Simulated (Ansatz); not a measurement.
# HMgSe: the cost of one run

Method: def2-QZVPP, all electrons in the functionals; program: Ansatz 0.2.0, Gaussian basis.

To be run: PBE, BLYP, r2SCAN, B97M-V, PBE0, B3LYP, wB97M-V, at charge 0, doublet; charge 0, quartet; charge 1, singlet; charge 1, triplet.

8 further runs of the same task are left out: 8 set aside as unsound or not needed.

## (1) What is computed

The geometry is a PBE0/def2-TZVP stationary point (not a proven minimum). No spin-orbit coupling is included. The filled d shell of Se may be among the frozen orbitals whatever the setting's name suggests; the logs give the count.

3 atoms, charge 0, spin multiplicity 2.

Atoms are counted from 1 here; the program's logs count them from 0.

Bond lengths: Se1–Mg2 2.434 Å, Mg2–H3 1.695 Å. Angles: Se1–Mg2–H3 180.0°.

No dispersion term is added; B97M-V, wB97M-V hold VV10 nonlocal correlation. B3LYP takes the VWN-RPA correlation.

The geometry shown and the zero of energy belong to the point charge 0, doublet. The yardstick, RCCSD(T), and other wave-function levels (R restricted, U unrestricted, valence and pair active spaces) come from earlier runs.

## (2) PBE, charge 0, doublet

File in.yaml:

```yaml
crystal:
  periodic: [false, false, false]
  atoms:
    - {symbol: Se, position_ang: [0.000000, 0.000000, 2.187600]}
    - {symbol: Mg, position_ang: [0.000000, 0.000000, -0.246500]}
    - {symbol: H, position_ang: [0.000000, 0.000000, -1.941100]}
basis:
  gaussian: {orbitals: "def2-QZVPP.json"}
magnetization: {spin_polarized: true, initial_magnetization: 1}
hamiltonian: {xc: {name: PBE}}
output: {orbitals: {seedname: orbitals}}
```

Command:

```bash
$ ansatz run in.yaml --threads 1 --pin off --events-out ev --progress --plain --max-ram 2393MiB
```

**Question.** How long does this run take on 1 thread of Arm Neoverse V1, shared host, and how much memory does it need?

About 16 s, with a peak of 0.36 GiB.
